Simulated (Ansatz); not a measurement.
**C₂H₇AlO: one species, many methods**

How much do the methods differ for C₂H₇AlO? The plan is to run it at one geometry with functionals of several rungs and with coupled cluster, and see how far each lands from CCSD(T) at the basis-set limit for the atomisation energy.

The runs use Ansatz 0.2.0, Gaussian basis; functionals in def2-TZVPP, the program's frozen cores in correlated methods.

The runs, in order: LDA (SPW92), PBE-D4, revPBE-D4, BLYP-D4, r2SCAN-D4, B97M-V, PBE0-D4, B3LYP-D4, r2SCANh-D4, r2SCAN0-D4, HSE06-D4, BHLYP-D4, CAM-B3LYP-D4, LC-ωPBE, ωB97X-V, ωB97M-V, B2PLYP, PBE-QIDH; CCSD(T)/def2-SVP; CCSD(T)/def2-TZVPP; MP2/def2-QZVPP; extrapolation to the limit; RPA on PBE.

## Step 1: The geometry

The geometry comes from an earlier relaxation with PBE0-D4 in a triple-zeta def2 set; it is a stationary point, not always the lowest conformer.

SMILES `CO[CH2][AlH2]`, 11 atoms, charge 0, spin multiplicity 1.

Atoms are counted from 1 here; the program's logs count them from 0.

Bond lengths: C1–O2 1.401 Å, C1–H5 1.099 Å, C1–H6 1.091 Å, C1–H7 1.099 Å, O2–C3 1.411 Å, C3–Al4 1.971 Å, C3–H8 1.106 Å, C3–H9 1.106 Å, Al4–H10 1.585 Å, Al4–H11 1.591 Å. Angles: O2–C1–H5 111.4°, O2–C1–H6 107.8°, O2–C1–H7 111.4°, H5–C1–H6 109.0°, H5–C1–H7 108.2°, H6–C1–H7 109.0°, C1–O2–C3 112.8°, O2–C3–Al4 111.2°, O2–C3–H8 110.7°, O2–C3–H9 110.7°, Al4–C3–H8 109.7°, Al4–C3–H9 109.8°, H8–C3–H9 104.4°, C3–Al4–H10 122.0°, C3–Al4–H11 117.2°, H10–Al4–H11 120.8°.

## Step 2: LDA

This LDA is Slater exchange with PW92 correlation.

in.yaml reads:

```yaml
crystal:
  periodic: [false, false, false]
  atoms:
    - {symbol: C, position_ang: [-0.249938, 1.841615, 0.240270]}
    - {symbol: O, position_ang: [0.092658, 0.692626, -0.484025]}
    - {symbol: C, position_ang: [-0.034699, -0.489856, 0.275528]}
    - {symbol: Al, position_ang: [0.458765, -2.076388, -0.784608]}
    - {symbol: H, position_ang: [0.395707, 1.966820, 1.121318]}
    - {symbol: H, position_ang: [-0.123652, 2.702056, -0.418662]}
    - {symbol: H, position_ang: [-1.293867, 1.802454, 0.582977]}
    - {symbol: H, position_ang: [0.591169, -0.439665, 1.186456]}
    - {symbol: H, position_ang: [-1.067232, -0.601281, 0.656855]}
    - {symbol: H, position_ang: [0.933432, -1.964555, -2.292274]}
    - {symbol: H, position_ang: [0.362858, -3.490726, -0.063235]}
basis:
  gaussian: {orbitals: def2-TZVPP}
hamiltonian: {xc: lda}
output: {orbitals: {seedname: orbitals}}
```

Launch:

```bash
ansatz run in.yaml --threads 2 --pin off --events-out ev --progress --plain --max-ram 4352MiB
```

The runs that follow: PBE-D4 (GGA); revPBE-D4 (GGA); BLYP-D4 (GGA); r2SCAN-D4 (meta-GGA); B97M-V (meta-GGA); PBE0-D4 (hybrid); B3LYP-D4 (hybrid); r2SCANh-D4 (hybrid); r2SCAN0-D4 (hybrid); HSE06-D4 (hybrid); BHLYP-D4 (hybrid); CAM-B3LYP-D4 (range-separated); LC-ωPBE (range-separated); ωB97X-V (range-separated); ωB97M-V (range-separated); B2PLYP (double hybrid); PBE-QIDH (double hybrid); CCSD(T) in def2-SVP; CCSD(T) in def2-TZVPP; MP2 in def2-QZVPP; RPA on PBE orbitals.

Before running them: what should the planned runs give, taken together? Wanted: atomisation energy, CCSD(T)/CBS; farthest beyond LDA; mean size of error, GGA; mean size of error, meta-GGA; mean size of error, hybrid; mean size of error, range-separated; mean size of error, double hybrid; gap, smallest and largest; T1 diagnostic.

The runs gave:

```
                               quantity                                                                                     value
        atomisation energy, CCSD(T)/CBS                                                                                 38.797 eV
    functionals within 0.194 eV (0.5 %)  BLYP-D4, r2SCAN-D4, PBE0-D4, B3LYP-D4, HSE06-D4, CAM-B3LYP-D4, LC-ωPBE, ωB97X-V, ωB97M-V
                    farthest beyond LDA                                                                      BHLYP-D4 (-1.048 eV)
                mean size of error, GGA                                                                                  0.342 eV
           mean size of error, meta-GGA                                                                                  0.117 eV
             mean size of error, hybrid                                                                                  0.349 eV
    mean size of error, range-separated                                                                                  0.130 eV
      mean size of error, double hybrid                                                                                  0.430 eV
              gap, smallest and largest                                                 3.61 eV (LDA (SPW92)), 10.85 eV (LC-ωPBE)
                          T1 diagnostic                                                                                    0.0104
triples share of the correlation energy                                                                                     3.5 %
```

**Reading.** LDA overbinds by 5.275 eV (14 %). PBE-D4 misses by +0.430 eV. Double hybrids carry the basis error of their MP2 part in triple zeta, and no dispersion term here, so their miss is partly the set-up's. The rungs meta-GGA, range-separated miss on average by less than the doubt on the reference (0.194 eV), so they tie. The reference freezes the cores and leaves out relativity and excitations past (T), so misses under about 0.194 eV can't be ranked. Hartree-Fock recovers 73 % of the binding; the rest is correlation. CCSD(T) in def2-SVP is off by -1.890 eV, worse than the median functional, from the basis alone. Orbital gaps span 3.6 to 10.9 eV; exact exchange widens them.
